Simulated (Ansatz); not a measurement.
# GeHCl3 (SMILES [Cl][GeH]([Cl])[Cl]): CAM-B3LYP/cc-pVDZ

What is the electronic atomisation energy of GeHCl3 at CAM-B3LYP/cc-pVDZ? 

Program for the calculation: Ansatz 0.2.0.

61 further runs of the same task are left out: 12 that didn't finish, 49 set aside as unsound or not needed. Runs told in other sessions of the task aren't counted.

### Step 1. Starting point

GeHCl3: 5 atoms, total charge 0, spin state singlet. SMILES: `[Cl][GeH]([Cl])[Cl]`. Geometry: relaxed at PBE0-D4/def2-TZVP.

Bond lengths: Cl1–Ge2 2.126 Å, Ge2–Cl3 2.126 Å, Ge2–Cl4 2.126 Å, Ge2–H5 1.525 Å. Angles: Cl1–Ge2–Cl3 108.5°, Cl1–Ge2–Cl4 108.5°, Cl3–Ge2–Cl4 108.5°, Cl1–Ge2–H5 110.4°, Cl3–Ge2–H5 110.5°, Cl4–Ge2–H5 110.5°.

### Step 2. A single-point energy at CAM-B3LYP/cc-pVDZ

Input file run.yaml:

```yaml
crystal:
  periodic: [false, false, false]
  atoms:
    - symbol: Cl
      position_ang: [-1.177700, -0.012800, 1.700700]
    - symbol: Ge
      position_ang: [0.102400, 0.090600, 0.006200]
    - symbol: Cl
      position_ang: [1.117900, -1.767600, -0.185300]
    - symbol: Cl
      position_ang: [-1.095100, 0.385600, -1.725800]
    - symbol: H
      position_ang: [1.102600, 1.230700, 0.163000]
basis:
  gaussian: {orbitals: cc-pVDZ}
total_charge: 0
hamiltonian: {xc: {name: CAM-B3LYP}}
accuracy: high
output: {orbitals: {seedname: orbitals}}
```

Command:

```bash
$ ansatz run run.yaml --threads 1 --pin off --max-ram 3480MiB --events-out events.jsonl --progress --plain --runs-dir runs
```

Log:

```text
Warning: RAYON_NUM_THREADS=1 ignored (pool sized by the plan → 1); use --threads N
Functional definition: CAM-B3LYP
  name "CAM-B3LYP"
  parameter alpha = 0.19
  parameter beta = 0.46
  parameter omega = 0.33/bohr
  parameter ac = 0.81
  exchange = (1 - alpha - beta)*b88_x + beta*b88_x_sr(omega) + alpha*exact_x + beta*exact_x_lr(omega)
  correlation = (1 - ac)*vwn5_c + ac*lyp_c
1925 factors; integrals over basis functions are off by at most 4.6e-9 eV
383 factors; integrals over basis functions are off by at most 1.9e-9 eV
mean field evaluation 1: about -94108.2483 eV, gradient 2.2e1 eV
mean field evaluation 2: about -94108.3280 eV, gradient 2.2e1 eV
mean field evaluation 4: about -94109.5789 eV, gradient 9.5e-1 eV
mean field evaluation 8: about -94109.6619 eV, gradient 1.6e-2 eV
mean field evaluation 16: about -94109.6619 eV, gradient 7.0e-6 eV
mean field -94109.66193136 eV, -3458.4662861576 hartree, gradient 2.4e-8 eV, S^2 0.000000; 0 other end points of the search recorded, 0 dependent functions left out
reference -94109.66195037 eV, -3458.4662868560 hartree; 42, 42 occupied and 44, 44 virtual orbitals, 1925 factors
Total energy: -94109.66195037 eV, -3458.4662868560 hartree
```

It took 21 s on 1 thread of Arm Neoverse N1, shared host; peak memory 0.41 GiB.

### Step 3. The Cl atom

Input file run.yaml:

```yaml
crystal:
  periodic: [false, false, false]
  atoms:
    - {symbol: Cl, position_ang: [0.000000, 0.000000, 0.000000]}
basis:
  gaussian: {orbitals: cc-pVDZ}
magnetization: {spin_polarized: true, initial_magnetization: 1}
hamiltonian: {xc: {name: CAM-B3LYP}}
accuracy: high
```

Command:

```bash
$ ansatz run run.yaml --threads 1 --pin off --max-ram 3480MiB --events-out events.jsonl --progress --plain --runs-dir runs
```

Log:

```text
Warning: RAYON_NUM_THREADS=1 ignored (pool sized by the plan → 1); use --threads N
Functional definition: CAM-B3LYP
  name "CAM-B3LYP"
  parameter alpha = 0.19
  parameter beta = 0.46
  parameter omega = 0.33/bohr
  parameter ac = 0.81
  exchange = (1 - alpha - beta)*b88_x + beta*b88_x_sr(omega) + alpha*exact_x + beta*exact_x_lr(omega)
  correlation = (1 - ac)*vwn5_c + ac*lyp_c
141 factors; integrals over basis functions are off by at most 3.0e-9 eV
60 factors; integrals over basis functions are off by at most 7.8e-10 eV
mean field evaluation 1: about -12521.4686 eV, gradient 2.7e0 eV
mean field evaluation 2: about -12521.5153 eV, gradient 6.2e-1 eV
mean field evaluation 4: about -12521.5162 eV, gradient 6.4e-1 eV
mean field evaluation 8: about -12521.5190 eV, gradient 2.5e-3 eV
mean field evaluation 16: about -12521.5190 eV, gradient 8.0e-8 eV
mean field -12521.51901918 eV, -460.1573365646 hartree, gradient 8.0e-8 eV, S^2 0.751891; 0 other end points of the search recorded, 0 dependent functions left out
reference -12521.51903004 eV, -460.1573369637 hartree; 9, 8 occupied and 9, 10 virtual orbitals, 141 factors
Total energy: -12521.51903004 eV, -460.1573369637 hartree
```

Wall time 1.4 s (1 thread of Arm Neoverse N1, shared host).

### Step 4. The Ge atom at the same level

Input file molecule.yaml:

```yaml
crystal:
  periodic: [false, false, false]
  atoms:
    - {symbol: Ge, position_ang: [0.000000, 0.000000, 0.000000]}
basis:
  gaussian:
    orbitals: cc-pVDZ
magnetization:
  spin_polarized: true
  initial_magnetization: 2
hamiltonian:
  xc: {name: CAM-B3LYP}
accuracy: high
```

Command:

```bash
$ ansatz run molecule.yaml --threads 1 --pin off --max-ram 3480MiB --events-out events.jsonl --progress --plain --runs-dir runs
```

Log:

```text
Warning: RAYON_NUM_THREADS=1 ignored (pool sized by the plan → 1); use --threads N
Functional definition: CAM-B3LYP
  name "CAM-B3LYP"
  parameter alpha = 0.19
  parameter beta = 0.46
  parameter omega = 0.33/bohr
  parameter ac = 0.81
  exchange = (1 - alpha - beta)*b88_x + beta*b88_x_sr(omega) + alpha*exact_x + beta*exact_x_lr(omega)
  correlation = (1 - ac)*vwn5_c + ac*lyp_c
260 factors; integrals over basis functions are off by at most 4.5e-9 eV
85 factors; integrals over basis functions are off by at most 8.6e-10 eV
mean field evaluation 1: about -56518.2761 eV, gradient 1.9e0 eV
mean field evaluation 2: about -56518.3130 eV, gradient 4.3e-1 eV
mean field evaluation 4: about -56518.3219 eV, gradient 1.1e-1 eV
mean field evaluation 8: about -56518.3219 eV, gradient 4.2e-5 eV
mean field -56518.32194457 eV, -2077.0100219683 hartree, gradient 7.2e-8 eV, S^2 2.002504; 0 other end points of the search recorded, 0 dependent functions left out
reference -56518.32195486 eV, -2077.0100223467 hartree; 17, 15 occupied and 10, 12 virtual orbitals, 260 factors
Total energy: -56518.32195486 eV, -2077.0100223467 hartree
```

Run time: 2.1 s. Hardware: 1 thread of Arm Neoverse N1, shared host; peak memory 0.093 GiB.

### Step 5. The H atom, same level

Input file molecule.yaml:

```yaml
crystal:
  periodic: [false, false, false]
  atoms:
    - symbol: H
      position_ang: [0.000000, 0.000000, 0.000000]
basis:
  gaussian: {orbitals: cc-pVDZ}
magnetization: {spin_polarized: true, initial_magnetization: 1}
hamiltonian: {xc: {name: CAM-B3LYP}}
accuracy: high
```

Command:

```bash
$ ansatz run molecule.yaml --threads 1 --pin off --max-ram 3480MiB --events-out events.jsonl --progress --plain --runs-dir runs
```

Log:

```text
Warning: RAYON_NUM_THREADS=1 ignored (pool sized by the plan → 1); use --threads N
Functional definition: CAM-B3LYP
  name "CAM-B3LYP"
  parameter alpha = 0.19
  parameter beta = 0.46
  parameter omega = 0.33/bohr
  parameter ac = 0.81
  exchange = (1 - alpha - beta)*b88_x + beta*b88_x_sr(omega) + alpha*exact_x + beta*exact_x_lr(omega)
  correlation = (1 - ac)*vwn5_c + ac*lyp_c
15 factors; integrals over basis functions are off by at most 4.6e-8 eV
15 factors; integrals over basis functions are off by at most 8.5e-10 eV
mean field evaluation 1: about -13.5409 eV, gradient 7.1e-1 eV
mean field evaluation 2: about -13.5416 eV, gradient 7.3e-1 eV
mean field evaluation 4: about -13.5484 eV, gradient 6.8e-5 eV
mean field evaluation 8: about -13.5484 eV, gradient 4.1e-10 eV
mean field -13.54838089 eV, -0.4978938142 hartree, gradient 3.6e-10 eV, S^2 0.750000; 0 other end points of the search recorded, 0 dependent functions left out
reference -13.54839015 eV, -0.4978941546 hartree; 1, 0 occupied and 4, 5 virtual orbitals, 15 factors
Total energy: -13.54839015 eV, -0.4978941546 hartree
```

It took 0.26 s on 1 thread of Arm Neoverse N1, shared host.

### Step 6. Summary of results

Level: CAM-B3LYP/cc-pVDZ.

| quantity | value |
| --- | --- |
| molecule: total energy | -3458.46629 Eh |
| molecule: HOMO energy | -10.62 eV |
| molecule: LUMO energy | -0.25 eV |
| molecule: HOMO–LUMO gap | 10.38 eV |
| Cl atom: total energy | -460.15734 Eh |
| Cl atom: ⟨S²⟩ | 0.752 |
| Ge atom: total energy | -2077.01002 Eh |
| Ge atom: ⟨S²⟩ | 2.003 |
| H atom: total energy | -0.49789 Eh |
| H atom: ⟨S²⟩ | 0.750 |
| electronic atomisation energy | 13.235 eV |

What this shows: Taking the molecule apart into free atoms costs 13.23 eV (1277 kJ/mol), before zero-point energy and without spin-orbit coupling.
